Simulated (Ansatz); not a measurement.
# CH₈FGeNSi: vertical ionisation energy

How much energy removes an electron from CH₈FGeNSi at fixed geometry? The cation is run at each level and the neutral's energy taken from earlier runs.

The runs use Ansatz 0.2.0, Gaussian basis; unrestricted cation, the program's frozen cores in correlated methods.

The runs, in order: UKS PBE-D4/def2-TZVPP; UKS r2SCAN-D4/def2-TZVPP; UKS PBE0-D4/def2-TZVPP; UKS B3LYP-D4/def2-TZVPP; UKS wB97X-V/def2-TZVPP; UKS wB97M-V/def2-TZVPP; UKS B2PLYP/def2-TZVPP; UHF-CCSD(T)/def2-TZVPP; UHF-MP2/def2-QZVPP; extrapolation to the limit; then −ε(HOMO) from the neutral's earlier runs with LDA (SPW92), PBE-D4, revPBE-D4, BLYP-D4, r2SCAN-D4, B97M-V, PBE0-D4, B3LYP-D4, r2SCANh-D4, r2SCAN0-D4, HSE06-D4, BHLYP-D4, CAM-B3LYP-D4, LC-ωPBE, ωB97X-V, ωB97M-V.

**1. The relaxed structure**

The geometry comes from an earlier relaxation with PBE0-D4 in a triple-zeta def2 set; it is a stationary point, not always the lowest conformer.

SMILES `C[N]([GeH3])[SiH2]F`, 13 atoms, charge 0, spin multiplicity 1.

Atoms are counted from 1 here; the program's logs count them from 0.

Bond lengths: C1–N2 1.458 Å, C1–H6 1.096 Å, C1–H7 1.096 Å, C1–H8 1.094 Å, N2–Ge3 1.849 Å, N2–Si4 1.698 Å, Ge3–H9 1.540 Å, Ge3–H10 1.532 Å, Ge3–H11 1.541 Å, Si4–F5 1.605 Å, Si4–H12 1.483 Å, Si4–H13 1.480 Å. Angles: N2–C1–H6 111.1°, N2–C1–H7 112.4°, N2–C1–H8 110.5°, H6–C1–H7 107.9°, H6–C1–H8 107.2°, H7–C1–H8 107.5°, C1–N2–Ge3 115.2°, C1–N2–Si4 120.4°, Ge3–N2–Si4 123.7°, N2–Ge3–H9 107.6°, N2–Ge3–H10 107.8°, N2–Ge3–H11 109.6°, H9–Ge3–H10 111.7°, H9–Ge3–H11 109.0°, H10–Ge3–H11 111.0°, N2–Si4–F5 113.6°, N2–Si4–H12 109.1°, N2–Si4–H13 108.8° and more.

**2. Cation, UKS PBE-D4/def2-TZVPP**

File in.yaml:

```yaml
crystal:
  periodic: [false, false, false]
  atoms:
    - {symbol: C, position_ang: [-1.411957, -0.536494, 0.260748]}
    - {symbol: N, position_ang: [-0.088796, 0.054038, 0.094270]}
    - {symbol: Ge, position_ang: [1.328288, -1.097534, 0.383906]}
    - {symbol: Si, position_ang: [0.080599, 1.607542, -0.568810]}
    - {symbol: F, position_ang: [-0.046012, 1.641426, -2.168912]}
    - {symbol: H, position_ang: [-1.502996, -1.031113, 1.234025]}
    - {symbol: H, position_ang: [-1.640020, -1.275855, -0.515777]}
    - {symbol: H, position_ang: [-2.184770, 0.236368, 0.217349]}
    - {symbol: H, position_ang: [1.206078, -1.632690, 1.822328]}
    - {symbol: H, position_ang: [2.625048, -0.306932, 0.180521]}
    - {symbol: H, position_ang: [1.241824, -2.279368, -0.600614]}
    - {symbol: H, position_ang: [-1.019728, 2.469010, -0.073446]}
    - {symbol: H, position_ang: [1.432942, 2.116903, -0.250587]}
basis:
  gaussian: {orbitals: def2-TZVPP}
total_charge: 1
magnetization: {spin_polarized: true, initial_magnetization: 1}
hamiltonian: {xc: pbe, dispersion: d4}
```

The runs that follow: Cation, UKS r2SCAN-D4/def2-TZVPP; Cation, UKS PBE0-D4/def2-TZVPP; Cation, UKS B3LYP-D4/def2-TZVPP; Cation, UKS wB97X-V/def2-TZVPP; Cation, UKS wB97M-V/def2-TZVPP; Cation, UKS B2PLYP (frozen core)/def2-TZVPP; Cation, UHF-CCSD(T)/def2-TZVPP; Cation, UHF-MP2/def2-QZVPP.

Q: Predict the results of all the runs planned. Wanted: ionisation energy, CCSD(T)/CBS; nearest functional by difference; nearest −ε(HOMO); −ε(HOMO) of PBE; T1 of the cation.

The runs gave:

| quantity | value |
| --- | --- |
| ionisation energy, CCSD(T)/CBS | 9.51 eV |
| nearest functional by difference | ωB97M-V (-0.16 eV) |
| nearest −ε(HOMO) | ωB97M-V (+0.13 eV) |
| −ε(HOMO) of PBE | 6.02 eV |
| T1 of the cation | 0.018 |

What this shows: Energy differences with functionals land within 0.44 eV of the reference. The PBE orbital energy is 3.5 eV too small: a semilocal HOMO is no ionisation energy. Among orbital estimates ωB97M-V comes nearest. Hartree-Fock falls 1.35 eV short, as the neutral has more correlation energy than the cation. Correlated methods include outer-core shells of Ge, which these sets cover unevenly. With outer-core shells in play the reference is unsure by up to some tenths of an eV, so close misses can't be ranked.
